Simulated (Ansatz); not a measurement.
# C₃H₇FGe: a ladder of functionals and wavefunction methods

The task here is to estimate one member of a computed series from the others.

The runs use Ansatz 0.2.0, Gaussian basis; functionals in def2-TZVPP, the program's frozen cores in correlated methods.

The runs, in order: LDA (SPW92), PBE-D4, revPBE-D4, BLYP-D4, r2SCAN-D4, B97M-V, PBE0-D4, B3LYP-D4, r2SCANh-D4, r2SCAN0-D4, HSE06-D4, BHLYP-D4, CAM-B3LYP-D4, LC-ωPBE, ωB97X-V, ωB97M-V, B2PLYP, PBE-QIDH; CCSD(T)/def2-SVP; CCSD(T)/def2-TZVPP; MP2/def2-QZVPP; extrapolation to the limit; RPA on PBE.

## The geometry

All runs share one geometry, relaxed beforehand with PBE0-D4 in a triple-zeta def2 set.

12 atoms, charge 0, spin multiplicity 1.

Atoms are counted from 1 here; the program's logs count them from 0.

Bond lengths: C1–C2 1.525 Å, C1–H6 1.093 Å, C1–H7 1.096 Å, C1–H8 1.095 Å, C2–C3 1.525 Å, C2–Ge4 2.002 Å, C2–H9 1.097 Å, C3–H10 1.096 Å, C3–H11 1.095 Å, C3–H12 1.093 Å, Ge4–F5 1.769 Å. Angles: C2–C1–H6 110.9°, C2–C1–H7 110.9°, C2–C1–H8 112.6°, H6–C1–H7 107.6°, H6–C1–H8 107.7°, H7–C1–H8 107.0°, C1–C2–C3 111.9°, C1–C2–Ge4 109.8°, C1–C2–H9 109.4°, C3–C2–Ge4 109.7°, C3–C2–H9 109.4°, Ge4–C2–H9 106.6°, C2–C3–H10 110.9°, C2–C3–H11 112.6°, C2–C3–H12 110.9°, H10–C3–H11 107.0°, H10–C3–H12 107.6°, H11–C3–H12 107.7° and more.

As a file:

```tsv
atom	x (Å)	y (Å)	z (Å)
C1	-0.7522	0.0831	1.0966
C2	0.0571	-0.6138	0.0082
C3	1.2370	0.2351	-0.4534
Ge4	-1.1242	-1.0321	-1.5536
F5	-1.5327	0.6540	-1.9018
H6	-1.1643	1.0275	0.7316
H7	-0.1244	0.3100	1.9657
H8	-1.5866	-0.5280	1.4561
H9	0.4264	-1.5751	0.3876
H10	1.9054	0.4637	0.3844
H11	1.8418	-0.2652	-1.2170
H12	0.8938	1.1855	-0.8704
```

The first run:

Input file in.yaml:

```yaml
crystal:
  periodic: [false, false, false]
  atoms:
    - {symbol: C, position_ang: [-0.752238, 0.083098, 1.096622]}
    - {symbol: C, position_ang: [0.057126, -0.613769, 0.008197]}
    - {symbol: C, position_ang: [1.237047, 0.235101, -0.453426]}
    - {symbol: Ge, position_ang: [-1.124226, -1.032131, -1.553597]}
    - {symbol: F, position_ang: [-1.532678, 0.653993, -1.901753]}
    - {symbol: H, position_ang: [-1.164254, 1.027526, 0.731592]}
    - {symbol: H, position_ang: [-0.124446, 0.310039, 1.965709]}
    - {symbol: H, position_ang: [-1.586645, -0.528024, 1.456146]}
    - {symbol: H, position_ang: [0.426424, -1.575112, 0.387561]}
    - {symbol: H, position_ang: [1.905433, 0.463707, 0.384381]}
    - {symbol: H, position_ang: [1.841754, -0.265236, -1.217005]}
    - {symbol: H, position_ang: [0.893803, 1.185509, -0.870424]}
basis:
  gaussian: {orbitals: def2-TZVPP}
hamiltonian: {xc: lda}
output: {orbitals: {seedname: orbitals}}
```

Launch:

```sh
$ ansatz run in.yaml --threads 4 --pin off --events-out ev --progress --plain --max-ram 10444MiB
```

Among the steps run: LDA; PBE-D4 (GGA); revPBE-D4 (GGA); BLYP-D4 (GGA); r2SCAN-D4 (meta-GGA); B97M-V (meta-GGA); B3LYP-D4 (hybrid); r2SCANh-D4 (hybrid); r2SCAN0-D4 (hybrid); HSE06-D4 (hybrid); BHLYP-D4 (hybrid); CAM-B3LYP-D4 (range-separated); LC-ωPBE (range-separated); ωB97X-V (range-separated); ωB97M-V (range-separated); B2PLYP (double hybrid); PBE-QIDH (double hybrid).

One of the session's tables, all rows but one given; the rest of the session is left out.

It belongs to the step «Frontier levels by functional». 

| functional | HOMO (eV) | LUMO (eV) | gap (eV) |
| --- | --- | --- | --- |
| LDA (SPW92) | -5.47 | -3.44 | 2.03 |
| PBE-D4 | -5.33 | -3.17 | 2.16 |
| revPBE-D4 | -5.27 | -3.05 | 2.22 |
| BLYP-D4 | -5.22 | -3.10 | 2.12 |
| r2SCAN-D4 | -5.56 | -3.10 | 2.46 |
| B97M-V | -5.60 | -3.08 | 2.53 |
| PBE0-D4 | -6.42 | -2.36 | 4.06 |
| B3LYP-D4 | ? | ? | ? |
| r2SCANh-D4 | -5.97 | -2.79 | 3.17 |
| r2SCAN0-D4 | -6.58 | -2.33 | 4.24 |
| HSE06-D4 | -6.03 | -2.73 | 3.30 |
| BHLYP-D4 | -7.43 | -1.52 | 5.90 |
| CAM-B3LYP-D4 | -7.71 | -1.34 | 6.37 |
| LC-ωPBE | -8.95 | -0.13 | 8.82 |
| ωB97X-V | -8.64 | -0.27 | 8.36 |
| ωB97M-V | -8.53 | -0.40 | 8.12 |

**Question.** Estimate the row for B3LYP-D4.

Worked estimate for «HOMO (eV)». Against the share of exact exchange, BLYP-D4 (0, -5.22), BHLYP-D4 (0.5, -7.43) give a slope of -4.42 per unit share; at 0.2 the line stands at -6.10.

The run gave: HOMO (eV): -6.26; LUMO (eV): -2.62; gap (eV): 3.64. In «HOMO (eV)» the line misses by +0.16.
